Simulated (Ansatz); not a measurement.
**A workflow on C4H8 (SMILES C=C(C)C)**

Aim: a series of 17 runs (r2SCAN/def2-SVP, U-r2SCAN/def2-SVP, PBE/def2-SVP, UPBE/def2-SVP) of C4H8 and its partners. 

Program for the calculation: Ansatz 0.2.0.

**1. The molecule**

C4H8: 12 atoms, total charge 0, spin state singlet. SMILES: `C=C(C)C`. Geometry: relaxed at PBE0-D4/def2-TZVP. The run starts from this shape.

Bond lengths: C1–C2 1.329 Å, C2–C3 1.496 Å, C2–C4 1.496 Å, C1–H5 1.085 Å, C1–H6 1.085 Å, C3–H7 1.095 Å, C3–H8 1.091 Å, C3–H9 1.095 Å, C4–H10 1.095 Å, C4–H11 1.091 Å, C4–H12 1.095 Å. Some angles: C1–C2–C3 122.2°, C1–C2–C4 122.2°, C3–C2–C4 115.7°, C2–C1–H5 121.4°, C2–C1–H6 121.4°, C2–C3–H7 110.8°, C2–C3–H8 111.8°, C2–C3–H9 110.8°, C2–C4–H10 110.8°, C2–C4–H11 111.8°.

**2. A geometry optimisation at r2SCAN/def2-SVP (run 1)**

File molecule.yaml:

```yaml
crystal:
  periodic: [false, false, false]
  atoms:
    - {symbol: C, position_ang: [-0.574120, 1.411480, -0.250890]}
    - {symbol: C, position_ang: [-0.080110, 0.196690, -0.034980]}
    - {symbol: C, position_ang: [0.052960, -0.375770, 1.340390]}
    - {symbol: C, position_ang: [0.379100, -0.686080, -1.151630]}
    - {symbol: H, position_ang: [-0.665480, 1.815140, -1.253360]}
    - {symbol: H, position_ang: [-0.904100, 2.041770, 0.567700]}
    - {symbol: H, position_ang: [-0.516670, -1.306910, 1.430310]}
    - {symbol: H, position_ang: [-0.299190, 0.318290, 2.104310]}
    - {symbol: H, position_ang: [1.096630, -0.627710, 1.556930]}
    - {symbol: H, position_ang: [-0.178340, -1.628870, -1.155760]}
    - {symbol: H, position_ang: [0.254300, -0.208180, -2.123920]}
    - {symbol: H, position_ang: [1.435040, -0.949860, -1.029100]}
basis:
  gaussian:
    orbitals: def2-SVP
hamiltonian:
  xc: {name: r2SCAN}
relax: {}
```

Run with:

```
$ ansatz run molecule.yaml --threads 1 --pin off --max-ram 3480MiB --events-out events.jsonl --progress --plain --runs-dir runs
```

The log of the run (excerpt; [...] marks lines left out):

```text
Warning: RAYON_NUM_THREADS=1 ignored (pool sized by the plan → 1); use --threads N
[...]
Functional definition: r2SCAN
  name "r2SCAN"
[...]
1096 factors; their error is unknown
[...]
mean field -4272.22793851 eV, -157.0014809202 hartree, gradient 5.9e-6 eV, S^2 0.000000; 0 other end points of the search recorded, 0 dependent functions left out
[...]
reference -4272.22794807 eV, -157.0014812715 hartree; 16, 16 occupied and 80, 80 virtual orbitals, 1096 factors
relax step   1: F+E_penalty+E_count = -4272.22793851 eV  Δ(F+E_penalty+E_count) = +0.000e0 eV  max|allowed force component| = 4.979e-1 eV/Å  Δτ_max = 0.0000 Å  (26 SCF iters, accepted)
[...]
Atom 4 at    -0.671638     1.831336    -1.265895 Å, force     0.000331    -0.000676    -0.000164 eV/Å
Atom 5 at    -0.912859     2.060255     0.573943 Å, force     0.001109    -0.000266     0.000431 eV/Å
Atom 6 at    -0.518949    -1.318098     1.436872 Å, force     0.000013    -0.000149     0.000164 eV/Å
Atom 7 at    -0.299615     0.317936     2.120338 Å, force    -0.000059    -0.000010    -0.000015 eV/Å
Atom 8 at     1.105368    -0.635208     1.564060 Å, force    -0.000076     0.000210     0.000012 eV/Å
Atom 9 at    -0.179240    -1.641359    -1.159758 Å, force     0.000058    -0.000106    -0.000085 eV/Å
Atom 10 at     0.257894    -0.212398    -2.138940 Å, force    -0.000034     0.000002     0.000003 eV/Å
Atom 11 at     1.445062    -0.958579    -1.031793 Å, force     0.000044     0.000128    -0.000096 eV/Å
Dipole moment:     0.049710    -0.122467     0.021755 e Å
```

Run time: 20 s. Hardware: 1 thread of Intel Xeon Platinum 8488C (Sapphire Rapids), shared host; peak memory 0.16 GiB.

Steps, from the record of the run:

```tsv
step	energy from the first frame kept (eV)	largest force (eV/Å)
1	0.0000	0.5456
2	-0.0187	0.0913
3	-0.0199	0.0170
4	-0.0199	0.0154
5	-0.0199	0.0268
6	-0.0199	0.0113
7	-0.0199	0.0019
```

After the run. Bond lengths: C1–C2 1.342 Å, C2–C3 1.503 Å, C2–C4 1.503 Å, C1–H5 1.095 Å, C1–H6 1.095 Å, C3–H7 1.104 Å, C3–H8 1.100 Å, C3–H9 1.104 Å, C4–H10 1.104 Å, C4–H11 1.100 Å, C4–H12 1.104 Å. Some angles: C1–C2–C3 122.2°, C1–C2–C4 122.2°, C3–C2–C4 115.6°, C2–C1–H5 121.4°, C2–C1–H6 121.4°, C2–C3–H7 110.9°, C2–C3–H8 112.1°, C2–C3–H9 110.9°, C2–C4–H10 110.8°, C2–C4–H11 112.1°.

(Part 1 of 3 ends here.)
